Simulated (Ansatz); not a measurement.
# RPA@PBE/6-31G(d) (spherical functions) run of Si2H6O2 (SMILES O[SiH2][SiH2]O)

What is the vertical singlet–triplet gap of Si2H6O2 at RPA@PBE/6-31G* (spherical functions)? 

The results are computed with Ansatz 0.2.0.

48 further runs of the same task are left out: 48 set aside as unsound or not needed. Runs told in other sessions of the task aren't counted.

**1. The system as given**

Si2H6O2 has 10 atoms, charge 0, and is taken as a singlet. As SMILES, `O[SiH2][SiH2]O`. The shape is that of a PBE0-D4/def2-TZVP optimisation. This is one conformer, not always the lowest.

Bond lengths: O1–Si2 1.656 Å, Si2–Si3 2.357 Å, Si3–O4 1.656 Å, O1–H5 0.958 Å, Si2–H6 1.487 Å, Si2–H7 1.494 Å, Si3–H8 1.493 Å, Si3–H9 1.487 Å, O4–H10 0.958 Å. Some angles: O1–Si2–Si3 112.1°, Si2–Si3–O4 112.1°, O1–Si2–H6 105.4°, O1–Si2–H7 111.3°, Si3–Si2–H6 110.5°, Si3–Si2–H7 109.5°, Si2–O1–H5 117.4°, Si2–Si3–H8 109.5°, Si2–Si3–H9 110.5°, O4–Si3–H8 111.3°.

**2. The energy at RPA@PBE/6-31G(d) (spherical functions)**

job.yaml

```yaml
crystal:
  periodic: [false, false, false]
  atoms:
    - symbol: O
      position_ang: [-1.023300, 1.887700, 1.029000]
    - symbol: Si
      position_ang: [0.114300, 0.686000, 0.959700]
    - symbol: Si
      position_ang: [-0.148600, -0.673600, -0.947700]
    - symbol: O
      position_ang: [0.987200, -1.877000, -1.014900]
    - symbol: H
      position_ang: [-1.013300, 2.545500, 0.332800]
    - symbol: H
      position_ang: [-0.079100, -0.112900, 2.199100]
    - symbol: H
      position_ang: [1.498300, 1.246700, 0.986300]
    - symbol: H
      position_ang: [-1.533500, -1.232000, -0.975500]
    - symbol: H
      position_ang: [0.047500, 0.124300, -2.187300]
    - symbol: H
      position_ang: [0.975700, -2.534100, -0.318000]
basis:
  gaussian: {orbitals: 6-31G_st_-spherical.json}
accuracy: high
total_charge: 0
hamiltonian: {xc: {name: PBE}}
correlation: {method: rpa, frozen_orbitals: {H: 0, O: 1, Si: 5}}
```

The basis set 6-31G* is read from a file made from the Basis Set Exchange's data (not shown).

The run is started by

```console
$ ansatz run job.yaml --threads 1 --pin off --max-ram 2610MiB --events-out events.jsonl --progress --plain --runs-dir runs
```

Log:

```text
Warning: RAYON_NUM_THREADS=1 ignored (pool sized by the plan → 1); use --threads N
Functional definition: PBE
  name "PBE"
  parameter kappa = 0.804
  parameter beta = 0.06672455060314922
  exchange = pbe_x(kappa = kappa, mu = beta*pi^2/3)
  correlation = pbe_c(beta = beta)
1719 factors; integrals over basis functions are off by at most 8.4e-9 eV
mean field evaluation 1: about -19924.9402 eV, gradient 7.3e1 eV
mean field evaluation 2: about -19924.9210 eV, gradient 7.3e1 eV
mean field evaluation 4: about -19933.9108 eV, gradient 1.2e1 eV
mean field evaluation 8: about -19934.3387 eV, gradient 1.4e-1 eV
mean field evaluation 16: about -19934.3387 eV, gradient 1.8e-6 eV
mean field -19934.33871216 eV, -732.5734356917 hartree, gradient 2.8e-8 eV, S^2 0.000000; 0 other end points of the search recorded, 0 dependent functions left out
12 core orbitals not correlated: weight in the atoms' cores, before any rotation towards them, 1.000 or more for the frozen orbitals, at most 0.000 for the correlated occupied ones
reference -19893.22128706 eV, -731.0623981896 hartree; 13, 13 occupied and 51, 51 virtual orbitals, 1719 factors
Total energy: -19915.97265571 eV, -731.8984955662 hartree
```

Run time: 11 s. Hardware: 1 thread of Arm Neoverse V1, shared host; peak memory 0.25 GiB.

**3. The triplet at the same level**

run.yaml

```yaml
crystal:
  periodic: [false, false, false]
  atoms:
    - {symbol: O, position_ang: [-1.023300, 1.887700, 1.029000]}
    - {symbol: Si, position_ang: [0.114300, 0.686000, 0.959700]}
    - {symbol: Si, position_ang: [-0.148600, -0.673600, -0.947700]}
    - {symbol: O, position_ang: [0.987200, -1.877000, -1.014900]}
    - {symbol: H, position_ang: [-1.013300, 2.545500, 0.332800]}
    - {symbol: H, position_ang: [-0.079100, -0.112900, 2.199100]}
    - {symbol: H, position_ang: [1.498300, 1.246700, 0.986300]}
    - {symbol: H, position_ang: [-1.533500, -1.232000, -0.975500]}
    - {symbol: H, position_ang: [0.047500, 0.124300, -2.187300]}
    - {symbol: H, position_ang: [0.975700, -2.534100, -0.318000]}
basis:
  gaussian:
    orbitals: 6-31G_st_-spherical.json
total_charge: 0
magnetization:
  spin_polarized: true
  initial_magnetization: 2
hamiltonian:
  xc: pbe
correlation:
  method: rpa
  frozen_orbitals: {H: 0, O: 1, Si: 5}
accuracy: high
```

The basis set 6-31G* is read from a file made from the Basis Set Exchange's data (not shown).

The run is started by

```console
$ ansatz run run.yaml --threads 1 --pin off --max-ram 2610MiB --events-out events.jsonl --progress --plain --runs-dir runs
```

Log, shortened:

```text
Warning: RAYON_NUM_THREADS=1 ignored (pool sized by the plan → 1); use --threads N
Functional definition: PBE
  name "PBE"
[...]
1719 factors; integrals over basis functions are off by at most 8.4e-9 eV
[...]
mean field -19930.10766161 eV, -732.4179474519 hartree, gradient 3.0e-8 eV, S^2 2.001675; 1 other end points of the search recorded, 0 dependent functions left out
12 core orbitals not correlated: weight in the atoms' cores, before any rotation towards them, 1.000 or more for the frozen orbitals, at most 0.000 for the correlated occupied ones
reference -19887.20887445 eV, -730.8414461018 hartree; 14, 12 occupied and 50, 52 virtual orbitals, 1719 factors
Total energy: -19911.08125798 eV, -731.7187400153 hartree
```

Run time: 21 s. Hardware: 1 thread of Arm Neoverse V1, shared host; peak memory 0.3 GiB.

**4. Outcome**

Level: RPA@PBE/6-31G* (spherical functions), 12 core orbitals frozen.

| quantity | value |
| --- | --- |
| singlet: total energy | -731.89850 Eh |
| singlet: RPA correlation energy (valence) | -836.1 mEh |
| triplet: total energy | -731.71874 Eh |
| triplet: RPA correlation energy (valence) | -877.3 mEh |
| triplet: ⟨S²⟩ of the reference determinant | 2.002 |
| vertical energy of the triplet above the singlet | 4.891 eV |

At this shape the triplet lies 4.89 eV (472 kJ/mol) above the singlet.
